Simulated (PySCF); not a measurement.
**Lu(SH)3: from a template to the relaxed complex**

Task: relax Lu(SH)3, compute its harmonic modes and analyse its electrons. It is a constructed species; whether it can be made isn't addressed.

Method: PBE0, Lu lcecp-1-SVP with ECP60, S def2-SVP, H def2-SVP; scalar-relativistic core potentials, no spin–orbit coupling; program: PySCF 2.14.0.

1 further run of the same task is left out (for a known fault of the program).

## 1. Starting geometry

7 atoms, charge 0, spin multiplicity 1.

Bond lengths: Lu1–S2 2.646 Å, Lu1–S4 2.646 Å, Lu1–S6 2.646 Å, S2–H3 1.341 Å, S4–H5 1.341 Å, S6–H7 1.341 Å. Angles: S2–Lu1–S4 120.0°, S2–Lu1–S6 120.0°, S4–Lu1–S6 120.0°, Lu1–S2–H3 104.2°, Lu1–S4–H5 104.2°, Lu1–S6–H7 104.2°.

As a file:

```xyz
7

Lu    0.0000    0.0000    0.0000
S     2.6458    0.0000    0.0000
H     2.9758    0.0000    1.3000
S    -1.3229    2.2913    0.0000
H    -1.4879    2.5771    1.3000
S    -1.3229   -2.2913    0.0000
H    -1.4879   -2.5771    1.3000
```

Formal oxidation states: Lu +3. Each metal's 14 4f electrons lie in its core potential, so multiplicities, spins and levels count the valence alone.

## 2. SCF at the start, singlet

Input file run.py (the lines that set the calculation):

```python
mol = gto.M(atom='''
Lu     0.00000     0.00000     0.00000
S      2.64580     0.00000     0.00000
H      2.97580     0.00000     1.30000
S     -1.32290     2.29130     0.00000
H     -1.48790     2.57710     1.30000
S     -1.32290    -2.29130     0.00000
H     -1.48790    -2.57710     1.30000''',
    basis={'Lu': 'lcecp-1-SVP', 'S': 'def2-SVP', 'H': 'def2-SVP'},
    ecp={'Lu': 'lcecp-1-SVP'},
    charge=0, spin=0)
mf = dft.RKS(mol, xc='PBE0')
mf.grids.atom_grid = (50, 194)  # f atoms: unpruned, at least (60, 302)
mf = mf.density_fit()  # fitting sets: Lu AutoAux, S def2-universal-JKFIT, H def2-universal-JKFIT
mf.conv_tol = 1e-08; mf.max_cycle = 55
mf.kernel(dm0)  # dm0: free metal ions and neutral atoms
```

Run with:

```bash
$ OMP_NUM_THREADS=2 python run.py
```

Output:

```text
init E= -1249.52584724399
  HOMO = -0.225585322005863  LUMO = -0.134679870137997  gap/eV = 2.47366
cycle= 1 E= -1235.60839064776  delta_E= 13.9  |g|= 0.751  |ddm|= 3.11
  HOMO = -0.295558000708332  LUMO = -0.0838517866496673  gap/eV = 5.76082
cycle= 2 E= -1235.60343399013  delta_E= 0.00496  |g|= 0.536  |ddm|= 1.62
  HOMO = -0.245905914528277  LUMO = -0.13862237367497  gap/eV = 2.91933
cycle= 3 E= -1235.68477786502  delta_E= -0.0813  |g|= 0.212  |ddm|= 1.13
  HOMO = -0.250658028789184  LUMO = -0.110119738636875  gap/eV = 3.82424
cycle= 4 E= -1235.70193159506  delta_E= -0.0172  |g|= 0.0221  |ddm|= 0.375
  HOMO = -0.253832809784375  LUMO = -0.114335960131399  gap/eV = 3.79590
cycle= 5 E= -1235.7020994336  delta_E= -0.000168  |g|= 0.0032  |ddm|= 0.0379
  HOMO = -0.253605723803852  LUMO = -0.114235719781359  gap/eV = 3.79245
cycle= 6 E= -1235.70210274441  delta_E= -3.31e-06  |g|= 0.000843  |ddm|= 0.0048
  HOMO = -0.253564926472718  LUMO = -0.114130445913791  gap/eV = 3.79421
cycle= 7 E= -1235.70210296599  delta_E= -2.22e-07  |g|= 0.000188  |ddm|= 0.00139
  HOMO = -0.25357610981166  LUMO = -0.114143699035875  gap/eV = 3.79415
cycle= 8 E= -1235.70210297909  delta_E= -1.31e-08  |g|= 7.25e-05  |ddm|= 0.000321
  HOMO = -0.253568781855973  LUMO = -0.114142180759753  gap/eV = 3.79399
cycle= 9 E= -1235.7021029811  delta_E= -2.02e-09  |g|= 8.81e-06  |ddm|= 0.000124
  HOMO = -0.253568820374508  LUMO = -0.114145240344723  gap/eV = 3.79391
Extra cycle  E= -1235.7021029811  delta_E= 7.5e-12  |g|= 1.11e-05  |ddm|= 3.23e-05
converged SCF energy = -1235.7021029811
```

It took 5.4 s on 2 threads of Arm Neoverse V1, shared host; peak memory 0.55 GiB.

Result: E = -1235.702103 Eh, HOMO -6.90 eV, LUMO -3.11 eV, Mulliken charge on Lu1 +0.89 e. 

## 3. Relaxation, singlet

Steps are kept in the start's point group, C3v.

Input file run.py (the lines that set the calculation):

```python
mol = gto.M(atom='''
Lu     0.00000     0.00000    -0.01435
S      2.64578     0.00002    -0.01435
H      2.97579     0.00002     1.28565
S     -1.32290     2.29131    -0.01435
H     -1.48791     2.57710     1.28565
S     -1.32288    -2.29132    -0.01435
H     -1.48788    -2.57712     1.28565''',
    basis={'Lu': 'lcecp-1-SVP', 'S': 'def2-SVP', 'H': 'def2-SVP'},
    ecp={'Lu': 'lcecp-1-SVP'},
    charge=0, spin=0)
mf = dft.RKS(mol, xc='PBE0')
mf.grids.atom_grid = (50, 194)  # f atoms: unpruned, at least (60, 302)
mf = mf.density_fit()  # fitting sets: Lu AutoAux, S def2-universal-JKFIT, H def2-universal-JKFIT
mf.conv_tol = 1e-08; mf.max_cycle = 55
mf.kernel(dm0)  # dm0: an SCF of this state at this start
# quasi-Newton relaxation in Cartesian coordinates to a largest gradient under 0.00045 Eh/bohr, steps kept in the point group
```

Run with:

```bash
$ OMP_NUM_THREADS=2 python run.py
```

No log is kept here; the results follow.

Wall time 88 s (2 threads of Arm Neoverse V1, shared host).

Relaxation path:

| step | energy from step 1 (eV) | largest force component (eV/Å) |
| --- | --- | --- |
| 1 | 0.0000 | 0.9191 |
| 2 | -0.1173 | 0.4718 |
| 3 | -0.1792 | 0.1363 |
| 4 | -0.1937 | 0.1024 |
| 5 | -0.2150 | 0.4439 |
| 6 | -0.2337 | 0.1196 |
| 7 | -0.2506 | 0.0941 |
| 8 | -0.2629 | 0.2742 |
| 9 | -0.2701 | 0.0362 |
| 10 | -0.2730 | 0.0481 |
| 11 | -0.2736 | 0.0180 |
| 12 | -0.2737 | 0.0134 |
| 13 | -0.2738 | 0.0078 |

Close pairs (by a distance rule), those that changed most:

| bond | before (Å) | after (Å) | change (Å) |
| --- | --- | --- | --- |
| Lu1–S4 | 2.646 | 2.530 | -0.116 |
| Lu1–S2 | 2.646 | 2.530 | -0.116 |
| Lu1–S6 | 2.646 | 2.530 | -0.116 |
| S2–H3 | 1.341 | 1.353 | +0.012 |
| S4–H5 | 1.341 | 1.353 | +0.012 |
| S6–H7 | 1.341 | 1.353 | +0.012 |

It ends in C3v at E = -1235.712163 Eh.

```xyz
7

Lu    0.00000    0.00000   -0.57889
S     2.44650    0.00001    0.06542
H     2.19192    0.00001    1.39406
S    -1.22326    2.11872    0.06542
H    -1.09597    1.89825    1.39406
S    -1.22324   -2.11874    0.06542
H    -1.09595   -1.89827    1.39406
```

## 4. The relaxed geometry turned into its symmetry frame

Input file run.py (the lines that set the calculation):

```python
mol = gto.M(atom='''
Lu     0.00000     0.00000    -0.24743
S      2.44650     0.00001     0.39689
H      2.19192     0.00001     1.72552
S     -1.22326     2.11872     0.39689
H     -1.09597     1.89825     1.72552
S     -1.22324    -2.11874     0.39689
H     -1.09595    -1.89827     1.72552''',
    basis={'Lu': 'lcecp-1-SVP', 'S': 'def2-SVP', 'H': 'def2-SVP'},
    ecp={'Lu': 'lcecp-1-SVP'},
    charge=0, spin=0)
mf = dft.RKS(mol, xc='PBE0')
mf.grids.atom_grid = (50, 194)  # f atoms: unpruned, at least (60, 302)
mf = mf.density_fit()  # fitting sets: Lu AutoAux, S def2-universal-JKFIT, H def2-universal-JKFIT
mf.conv_tol = 1e-08; mf.max_cycle = 55
mf.kernel(dm0)  # dm0: free metal ions and neutral atoms
```

Run with:

```bash
$ OMP_NUM_THREADS=2 python run.py
```

Output:

```text
init E= -1249.61644120982
  HOMO = -0.225573884340001  LUMO = -0.127023563244393  gap/eV = 2.68169
cycle= 1 E= -1235.60667930492  delta_E=   14  |g|= 0.771  |ddm|= 3.15
  HOMO = -0.291620543469724  LUMO = -0.0643263087409807  gap/eV = 6.18499
cycle= 2 E= -1235.58984225021  delta_E= 0.0168  |g|= 0.595  |ddm|= 1.75
  HOMO = -0.245200194643452  LUMO = -0.122383065976617  gap/eV = 3.34202
cycle= 3 E= -1235.69618454264  delta_E= -0.106  |g|= 0.207  |ddm|= 1.22
  HOMO = -0.247536904002591  LUMO = -0.0976458494348016  gap/eV = 4.07874
cycle= 4 E= -1235.71198111233  delta_E= -0.0158  |g|= 0.0233  |ddm|= 0.359
  HOMO = -0.251003543285087  LUMO = -0.100973838296557  gap/eV = 4.08252
cycle= 5 E= -1235.71215628937  delta_E= -0.000175  |g|= 0.00481  |ddm|= 0.0387
  HOMO = -0.250707096911131  LUMO = -0.101167335080643  gap/eV = 4.06918
cycle= 6 E= -1235.71216285535  delta_E= -6.57e-06  |g|= 0.00133  |ddm|= 0.00693
  HOMO = -0.250620244747901  LUMO = -0.100976200243512  gap/eV = 4.07202
cycle= 7 E= -1235.71216340872  delta_E= -5.53e-07  |g|= 0.000298  |ddm|= 0.00236
  HOMO = -0.250639327885216  LUMO = -0.100990689098374  gap/eV = 4.07215
cycle= 8 E= -1235.71216344028  delta_E= -3.16e-08  |g|= 7.29e-05  |ddm|= 0.000451
  HOMO = -0.250632617133224  LUMO = -0.10099074069494  gap/eV = 4.07196
cycle= 9 E= -1235.71216344228  delta_E= -2.01e-09  |g|= 9.99e-06  |ddm|= 0.000127
  HOMO = -0.250633034727857  LUMO = -0.100993658996995  gap/eV = 4.07189
Extra cycle  E= -1235.71216344227  delta_E= 1.11e-11  |g|= 1.26e-05  |ddm|= 3.7e-05
converged SCF energy = -1235.71216344227
```

Wall time 3.4 s (2 threads of Arm Neoverse V1, shared host).

It gives: E = -1235.712163 Eh, HOMO -6.82 eV, LUMO -2.75 eV, Mulliken charge on Lu1 +0.77 e. 

## 5. Frequencies and infrared intensities

run.py (the lines that set the calculation): that of step 4 with these lines changed.

```diff
@@ -14,3 +14,4 @@
 mf = mf.density_fit()  # fitting sets: Lu AutoAux, S def2-universal-JKFIT, H def2-universal-JKFIT
-mf.conv_tol = 1e-08; mf.max_cycle = 55
-mf.kernel(dm0)  # dm0: free metal ions and neutral atoms
+mf.conv_tol = 1e-10; mf.max_cycle = 55
+mf.kernel(dm0)  # dm0: the density of the relaxed state
+# Hessian and dipole derivatives by central differences of gradients, 0.02 bohr
```

Run with:

```bash
$ OMP_NUM_THREADS=2 python run.py
```

The driver keeps no SCF log for this step, only its results.

It took 88 s on 2 threads of Arm Neoverse V1, shared host.

Point group C3v; negative numbers are unstable modes, and those under 60 cm⁻¹ are near the numerical noise:

| cm⁻¹ | km/mol | symmetry |
| --- | --- | --- |
| -283 | 0.0 | a2 |
| -219 | 32.7 | e |
| -219 | 32.7 | e |
| 57 | 21.6 | a1 |
| 89 | 4.0 | e |
| 89 | 4.0 | e |
| 308 | 22.3 | e |
| 308 | 22.3 | e |
| 312 | 4.1 | a1 |
| 360 | 63.6 | e |
| 360 | 63.6 | e |
| 387 | 19.6 | a1 |
| 2703 | 2.7 | e |
| 2703 | 2.7 | e |
| 2704 | 0.0 | a1 |

## 6. Displaced along the imaginary mode

Steps are kept in the start's point group, C3.

Input file run.py (the lines that set the calculation):

```python
mol = gto.M(atom='''
Lu     0.00000     0.00000    -0.24743
S      2.44650    -0.00705     0.39689
H      2.19192     0.25001     1.72552
S     -1.21715     2.12225     0.39689
H     -1.31248     1.77325     1.72552
S     -1.22935    -2.11521     0.39689
H     -0.87944    -2.02327     1.72552''',
    basis={'Lu': 'lcecp-1-SVP', 'S': 'def2-SVP', 'H': 'def2-SVP'},
    ecp={'Lu': 'lcecp-1-SVP'},
    charge=0, spin=0)
mf = dft.RKS(mol, xc='PBE0')
mf.grids.atom_grid = (50, 194)  # f atoms: unpruned, at least (60, 302)
mf = mf.density_fit()  # fitting sets: Lu AutoAux, S def2-universal-JKFIT, H def2-universal-JKFIT
mf.conv_tol = 1e-08; mf.max_cycle = 55
mf.kernel(dm0)  # dm0: an SCF of this state at this start
# quasi-Newton relaxation in Cartesian coordinates to a largest gradient under 0.00045 Eh/bohr, steps kept in the point group
```

Run with:

```bash
$ OMP_NUM_THREADS=2 python run.py
```

The driver keeps no SCF log for this step, only its results.

Run time: 2.9 min. Hardware: 2 threads of Arm Neoverse V1, shared host.

The steps of the relaxation:

| step | energy from step 1 (eV) | largest force component (eV/Å) |
| --- | --- | --- |
| 1 | 0.0000 | 0.5818 |
| 2 | -0.0427 | 0.1902 |
| 3 | -0.0979 | 0.5665 |
| 4 | -0.1287 | 0.7593 |
| 5 | -0.2176 | 0.1017 |
| 6 | -0.2451 | 0.6481 |
| 7 | -0.2801 | 0.1827 |
| 8 | -0.3074 | 0.1203 |
| 9 | -0.3274 | 0.5433 |
| 10 | -0.3520 | 0.0785 |
| 11 | -0.3690 | 0.0705 |
| 12 | -0.3833 | 0.4609 |
| 13 | -0.3994 | 0.0974 |
| 14 | -0.4139 | 0.1098 |
| 15 | -0.4207 | 0.2486 |
| 16 | -0.4264 | 0.0810 |
| 17 | -0.4297 | 0.0605 |
| 18 | -0.4340 | 0.0887 |
| 19 | -0.4371 | 0.1084 |
| 20 | -0.4411 | 0.1382 |
| 21 | -0.4456 | 0.0416 |
| 22 | -0.4454 | 0.1160 |
| 23 | -0.4461 | 0.0053 |

Distances of close pairs at the start and the end, largest changes first:

| bond | before (Å) | after (Å) | change (Å) |
| --- | --- | --- | --- |
| S2–H3 | 1.377 | 1.355 | -0.022 |
| S6–H7 | 1.377 | 1.355 | -0.022 |
| S4–H5 | 1.377 | 1.355 | -0.022 |
| Lu1–S4 | 2.530 | 2.523 | -0.007 |
| Lu1–S6 | 2.530 | 2.523 | -0.007 |
| Lu1–S2 | 2.530 | 2.523 | -0.007 |

It ends in C3 at E = -1235.728782 Eh.

| atom | x (Å) | y (Å) | z (Å) |
| --- | --- | --- | --- |
| Lu1 | 0.00000 | 0.00000 | 0.84381 |
| S2 | 2.48471 | -0.43780 | 0.85384 |
| H3 | 2.80277 | 0.87863 | 0.90483 |
| S4 | -0.86320 | 2.37072 | 0.85384 |
| H5 | -2.16230 | 1.98796 | 0.90483 |
| S6 | -1.62150 | -1.93292 | 0.85384 |
| H7 | -0.64047 | -2.86659 | 0.90483 |

## 7. The relaxed geometry turned into its symmetry frame

Input file run.py (the lines that set the calculation):

```python
mol = gto.M(atom='''
Lu     0.00000     0.00000    -0.00419
S      2.48471    -0.43780     0.00584
H      2.80277     0.87863     0.05684
S     -0.86320     2.37072     0.00584
H     -2.16230     1.98796     0.05684
S     -1.62150    -1.93292     0.00584
H     -0.64047    -2.86659     0.05684''',
    basis={'Lu': 'lcecp-1-SVP', 'S': 'def2-SVP', 'H': 'def2-SVP'},
    ecp={'Lu': 'lcecp-1-SVP'},
    charge=0, spin=0)
mf = dft.RKS(mol, xc='PBE0')
mf.grids.atom_grid = (50, 194)  # f atoms: unpruned, at least (60, 302)
mf = mf.density_fit()  # fitting sets: Lu AutoAux, S def2-universal-JKFIT, H def2-universal-JKFIT
mf.conv_tol = 1e-08; mf.max_cycle = 55
mf.kernel(dm0)  # dm0: free metal ions and neutral atoms
```

Run with:

```bash
$ OMP_NUM_THREADS=2 python run.py
```

Output:

```text
init E= -1249.62114827714
  HOMO = -0.249204123788428  LUMO = -0.129557455518302  gap/eV = 3.25575
cycle= 1 E= -1235.61727904469  delta_E=   14  |g|= 0.785  |ddm|= 3.18
  HOMO = -0.314767455223897  LUMO = -0.0500211240602688  gap/eV = 7.20411
cycle= 2 E= -1235.59071075241  delta_E= 0.0266  |g|= 0.633  |ddm|= 1.83
  HOMO = -0.274242328687478  LUMO = -0.11052324844573  gap/eV = 4.45502
cycle= 3 E= -1235.71277849349  delta_E= -0.122  |g|= 0.207  |ddm|= 1.25
  HOMO = -0.27487778693156  LUMO = -0.0844595063818403  gap/eV = 5.18155
cycle= 4 E= -1235.72860538069  delta_E= -0.0158  |g|= 0.0222  |ddm|= 0.355
  HOMO = -0.278725563466501  LUMO = -0.0891832339449046  gap/eV = 5.15771
cycle= 5 E= -1235.7287771195  delta_E= -0.000172  |g|= 0.0038  |ddm|= 0.0431
  HOMO = -0.278165881007535  LUMO = -0.0887343666284401  gap/eV = 5.15469
cycle= 6 E= -1235.72878158003  delta_E= -4.46e-06  |g|= 0.00103  |ddm|= 0.00627
  HOMO = -0.278222194157906  LUMO = -0.088744944735538  gap/eV = 5.15594
cycle= 7 E= -1235.72878192643  delta_E= -3.46e-07  |g|= 0.000156  |ddm|= 0.00129
  HOMO = -0.278210080679772  LUMO = -0.0887331160460931  gap/eV = 5.15593
cycle= 8 E= -1235.72878193551  delta_E= -9.07e-09  |g|= 4.89e-05  |ddm|= 0.000264
  HOMO = -0.278209904690375  LUMO = -0.0887458718546021  gap/eV = 5.15558
Extra cycle  E= -1235.72878193543  delta_E= 7.37e-11  |g|= 5.25e-05  |ddm|= 0.000166
converged SCF energy = -1235.72878193543
```

Run time: 4.7 s. Hardware: 2 threads of Arm Neoverse V1, shared host.

Read off: E = -1235.728782 Eh, HOMO -7.57 eV, LUMO -2.41 eV, Mulliken charge on Lu1 +0.78 e. 

## 8. Harmonic vibrations

run.py (the lines that set the calculation): that of step 7 with these lines changed.

```diff
@@ -14,3 +14,4 @@
 mf = mf.density_fit()  # fitting sets: Lu AutoAux, S def2-universal-JKFIT, H def2-universal-JKFIT
-mf.conv_tol = 1e-08; mf.max_cycle = 55
-mf.kernel(dm0)  # dm0: free metal ions and neutral atoms
+mf.conv_tol = 1e-10; mf.max_cycle = 55
+mf.kernel(dm0)  # dm0: the density of the relaxed state
+# Hessian and dipole derivatives by central differences of gradients, 0.02 bohr
```

Run with:

```bash
$ OMP_NUM_THREADS=2 python run.py
```

No log is kept here; the results follow.

Run time: 2.1 min. Hardware: 2 threads of Arm Neoverse V1, shared host.

Point group C3; negative numbers are unstable modes, and those under 60 cm⁻¹ are near the numerical noise:

| cm⁻¹ | km/mol | symmetry |
| --- | --- | --- |
| 35 | 15.9 | a |
| 61 | 5.0 | e |
| 61 | 5.0 | e |
| 152 | 59.9 | a |
| 192 | 0.0 | e |
| 192 | 0.0 | e |
| 298 | 0.0 | a |
| 319 | 52.8 | e |
| 319 | 52.8 | e |
| 376 | 0.0 | a |
| 434 | 36.7 | e |
| 434 | 36.7 | e |
| 2686 | 2.4 | e |
| 2686 | 2.4 | e |
| 2686 | 0.0 | a |

## 9. Charges, bond orders and levels

Input file run.py (the lines that set the calculation):

```python
mol = gto.M(atom='''
Lu     0.00000     0.00000     0.84381
S      2.48471    -0.43780     0.85384
H      2.80277     0.87863     0.90483
S     -0.86320     2.37072     0.85384
H     -2.16230     1.98796     0.90483
S     -1.62150    -1.93292     0.85384
H     -0.64047    -2.86659     0.90483''',
    basis={'Lu': 'lcecp-1-SVP', 'S': 'def2-SVP', 'H': 'def2-SVP'},
    ecp={'Lu': 'lcecp-1-SVP'},
    charge=0, spin=0)
mf = dft.RKS(mol, xc='PBE0')
mf.grids.atom_grid = (75, 302)  # f atoms: unpruned, at least (60, 302)
mf = mf.density_fit()  # fitting sets: Lu AutoAux, S def2-universal-JKFIT, H def2-universal-JKFIT
mf.conv_tol = 1e-09; mf.max_cycle = 55
mf.kernel(dm0)  # dm0: the density of the relaxed state
```

Run with:

```bash
$ OMP_NUM_THREADS=2 python run.py
```

Output:

```text
init E= -1235.72879451041
  HOMO = -0.278209739818939  LUMO = -0.0887395185699908  gap/eV = 5.15575
cycle= 1 E= -1235.72879451185  delta_E= -1.44e-09  |g|= 1.05e-05  |ddm|= 0.000177
  HOMO = -0.278209838462288  LUMO = -0.0887420144490854  gap/eV = 5.15568
cycle= 2 E= -1235.72879451186  delta_E= -4.09e-12  |g|= 1.15e-05  |ddm|= 3.64e-05
  HOMO = -0.278210243779619  LUMO = -0.088739199125289  gap/eV = 5.15577
Extra cycle  E= -1235.7287945118  delta_E= 6.09e-11  |g|= 1.68e-05  |ddm|= 4.39e-05
converged SCF energy = -1235.7287945118
```

It took 20 s on 2 threads of Arm Neoverse V1, shared host.

Read off: E = -1235.728795 Eh, HOMO -7.57 eV, LUMO -2.41 eV, Mulliken charge on Lu1 +0.78 e, largest force component 0.009 eV/Å. 

Löwdin charges:

| atom | value (e) |
| --- | --- |
| Lu1 | -0.14 |
| S2 | 0.02 |
| H3 | 0.03 |
| S4 | 0.02 |
| H5 | 0.03 |
| S6 | 0.02 |
| H7 | 0.03 |

Mulliken charges: Lu1 +0.78, S2 -0.38, H3 +0.12, S4 -0.38, H5 +0.12, S6 -0.38, H7 +0.12 e.

Contacts (the nearest donor of each ligand) and Mayer bond orders:

| contact | distance (Å) | bond order |
| --- | --- | --- |
| Lu1–S2 (SH) | 2.523 | 1.20 |
| Lu1–S4 (SH) | 2.523 | 1.20 |
| Lu1–S6 (SH) | 2.523 | 1.20 |

Mulliken populations of Lu1 outside the core potential: s 2.46, p 6.42, d 1.32, f 0.03.

Orbitals, density, ELF and potential are computed afterwards from the orbital file.

Frontier orbitals at PBE0, with the share of their density that lies nearest to each atom:

| orbital | energy (eV) | lies on |
| --- | --- | --- |
| HOMO | -7.57 | S2, S4, S6 about 28 % each |
| LUMO | -2.41 | Lu1 78 % |

ELF in a plane through or near 7 of the atoms.

Ten even steps from ' ' (0.00) to '@' (0.99):
```
                                                        
                                                        
                  ::==++++--........                    
                ::++##%%%%##++**%%%%++                  
                --**%%##**==##@@@@@@@@--                
                ::**%%--==++++@@@@@@%%::                
                ..--**++==--******++::                  
                  ..==######++::..                      
                      ..::====--    ..........          
        --##%%**::    ==%%****%%--::********++--..      
      ::%%@@@@@@##==----**++**##::**##====%%%%**--..    
      ::##@@@@@@##++%%==--++++::::##::##::**@@##==::    
        ::++####--**--%%++..    ::**##--==####**--..    
        ..==##%%----==**++..    --%%@@@@%%++--::        
        ..==##%%@@%%##==::      --@@@@@@%%==..          
          --**######++::..      ..##@@@@**::            
            ..::--::..              ::..                
                                                        
                                                        
                                                        
```
The map spans 10.9 Å across and 10.8 Å up, centred on the molecule. Atoms in the plane (x, y in Å): Lu1 (0.0, 0.0), S2 (-0.4, 2.5), H3 (0.9, 2.8), S4 (2.4, -0.9), H5 (2.0, -2.2), S6 (-1.9, -1.6), H7 (-2.9, -0.6).

On the surface of density 0.002 e/bohr³ the electrostatic potential runs, from the 1st to the 99th percentile, from -0.82 V near S4 to 5.54 V near Lu1.

## 10. What came out

| quantity | value |
| --- | --- |
| state and point group | singlet in the valence, C3 |
| first geometry: modes | -283 to 2704 cm⁻¹, 3 unstable |
| first geometry: strongest infrared band (modes within 1.5 cm⁻¹ summed) | 360 cm⁻¹ (127 km/mol) |
| modes | 35 to 2686 cm⁻¹, none unstable |
| strongest infrared band (modes within 1.5 cm⁻¹ summed) | 319 cm⁻¹ (106 km/mol) |
| zero-point energy | 0.678 eV |
| ideal gas, 298 K, 1 bar | S = 411.2, Cp = 120.3 J/(mol K) |
| metal–ligand contacts | 2.52 Å |
| frontier levels | HOMO -7.57 eV, LUMO -2.41 eV |
| dipole | 0.03 D |
| mean polarisability | 13.1 Å³ |

**Reading.** At the first geometry 3 modes are unstable, so this structure is a saddle point; the molecule was then pushed along the lowest one and relaxed again. All modes are real within the noise of the softest ones, so the structure is a minimum. The metal carries -0.14 e by Löwdin's partition against a formal +3, and bond orders to the nearest donors reach 1.20. Both measures hang on the basis. Leaving the first, C3v structure gained 0.45 eV and gave C3. One start shape was tried, so another isomer may lie lower. These are double-zeta-type bases without diffuse functions. Spin–orbit coupling is left out.
